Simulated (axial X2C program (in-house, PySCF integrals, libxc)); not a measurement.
**A two-component session on MoH: EOM-EA-CCSD levels**

Wanted for MoH: EOM-EA-CCSD levels, at the two-component level.

Computed with an in-house X2C program for linear molecules on PySCF integrals. Level: two-component X2C with atomic mean-field terms, Mo dyall-acv3z, H dyall-av3z.

All values are calculated.

### Step 1. Input

Input file task.json:

```json
{
 "zs": [
  42,
  1
 ],
 "q": 0,
 "bas": [
  "dyall-acv3z",
  "dyall-av3z"
 ],
 "r0": 1.7,
 "eom": "ea",
 "thr": -2.0,
 "nmax": 92,
 "grid": [
  1,
  0.96,
  1.045,
  0.92,
  1.09,
  1.15
 ]
}
```

Keys: zs atomic numbers; q charge; bas basis sets; r0 starting distance in Å; eom kind of EOM run; thr threshold in hartree for freezing inner shells (an s shell follows its p shell); nmax most natural virtual spinors; grid distances as factors.

The run is started by

```console
> python soeom.py task.json out
```

The runs that follow: EOM-EA-CCSD at 1.717 Å.

What does the calculation give? Wanted: next root led by one particle; T1 of the reference; lowest state, Re and ωe.

As calculated:

| quantity | value |
| --- | --- |
| lowest root at 1.717 Å | Ω = 1/2, 6.994 eV |
| next root led by one particle | Ω = 1/2, about 8800 cm⁻¹ higher |
| T1 of the reference | 0.023 |
| lowest state, Re and ωe | 1.708 Å, 1808 cm⁻¹ |

What this shows: The added electron is bound by 6.99 eV in a spinor of 50% Mo sσ, 31% Mo dσ, 11% H sσ. Errors of 0.1 to 0.3 eV are usual at this size, and roots led by higher excitations are left out, so the list is incomplete, and low states of that kind can be missing. T1 or the largest double amplitude of the reference is raised, which lowers the reliability. The bond is 0.045 Å longer than in the closed-shell reference at CCSD (1.664 Å).
